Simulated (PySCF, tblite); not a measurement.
# C₂H₁₀OSSi₃: geometry, infrared bands and NMR shifts

Wanted: the infrared bands and NMR shifts of C₂H₁₀OSSi₃ (`CC(=S)O[SiH2][SiH2][SiH3]`), by calculation.

Programs: tblite 0.8.0 and PySCF 2.14.0, with density-fitted response routines of our own. Each step states its level of theory. These are calculated values for one molecule in the gas phase, unless marked as measured. Atoms count from 0, in the outputs and in this text.

### 1 The starting structure

17 atoms, charge 0, multiplicity 1; geometry from: force field or distance geometry start.

Bonds of the start (Å): C0–C1 1.50, C1–S2 1.58, C1–O3 1.39, O3–Si4 1.70, Si4–Si5 2.22, Si5–Si6 2.21, C0–H7 1.12, C0–H8 1.12, C0–H9 1.11, Si4–H10 1.47, Si4–H11 1.49, Si5–H12 1.46, Si5–H13 1.49, Si6–H14 1.47, Si6–H15 1.48, Si6–H16 1.48.

### 2 Optimising the geometry with GFN2-xTB

What the job is given:

```
{"job": {"kind": "relax", "xc": "GFN2-xTB", "basis": "xTB"}, "charge": 0, "multiplicity": 1}
C     -2.995800     0.425900     0.990400
C     -2.378200     0.593400    -0.361000
S     -3.300900     0.481700    -1.644400
O     -1.005200     0.825400    -0.372200
Si     0.070500    -0.105500    -1.310900
Si     2.224200     0.264200    -0.908100
Si     2.733300     0.342400     1.245200
H     -3.208400     1.416200     1.465500
H     -2.228000    -0.051400     1.643900
H     -3.892100    -0.229400     0.997100
H     -0.290700    -1.529400    -1.257600
H     -0.098200     0.277000    -2.742800
H      3.030000    -0.780500    -1.539000
H      2.622400     1.572700    -1.486700
H      1.823100     1.223700     1.987400
H      4.082700     0.922800     1.396600
H      2.804200    -0.987700     1.886800
```

Started as:

```bash
OMP_NUM_THREADS=1 python probes_run.py task.json out
```

The driver reads the jobs from task.json and runs them one after another.

**Question.** This job is followed by: GFN2-xTB harmonic vibrations, gas phase; GIAO PBE0/pcSseg-1 NMR shielding, non-relativistic, gas phase. What will the session give for the following? strongest single infrared mode (GFN2-xTB); zero-point energy (GFN2-xTB); 13C shifts against TMS (PBE0/pcSseg-1); 1H shifts against TMS (PBE0/pcSseg-1, means over atoms taken as alike); 33S shifts against CS2 (PBE0/pcSseg-1); 17O shifts against H2O (PBE0/pcSseg-1); 29Si shifts against TMS (PBE0/pcSseg-1); surface potential, 1st and 99th percentile.

**Answer**, as computed:

| quantity | value |
| --- | --- |
| strongest single infrared mode (GFN2-xTB) | 619 cm⁻¹, 697 km/mol |
| zero-point energy (GFN2-xTB) | 65.3 kcal/mol |
| 13C shifts against TMS (PBE0/pcSseg-1) | 233.6, 37.3 ppm |
| 1H shifts against TMS (PBE0/pcSseg-1, means over atoms taken as alike) | 5.41, 3.62, 3.38, 2.81 ppm |
| 33S shifts against CS2 (PBE0/pcSseg-1) | 492 ppm |
| 17O shifts against H2O (PBE0/pcSseg-1) | 257.0 ppm |
| 29Si shifts against TMS (PBE0/pcSseg-1) | -31.9, -114.9, -130.0 ppm |
| surface potential, 1st and 99th percentile | -0.94 V and 1.36 V |

Relaxing lowered the energy by 0.790 eV in 97 steps; the close pair that moved most is Si5–Si6, from 2.214 to 2.324 Å. The lowest mode is slightly imaginary (9i cm⁻¹), a soft motion within the noise of the Hessian, so the minimum is not strictly shown. GFN2-xTB is a fitted tight-binding method: band positions and strengths are rough. Its intensities can rank the bands wrongly. C1 (thiocarbonyl carbon) lies farthest downfield among carbon, at 233.6 ppm; the small n→π* gap of C=S deshields it strongly. At PBE0/pcSseg-1: Shielding is most anisotropic at S2 (span 1057 ppm, paramagnetic term -1045 ppm). By nearest atom (PBE0/pcSseg-1), the HOMO sits on S2 81 % and the LUMO on C1 40 %; S2 32 %.
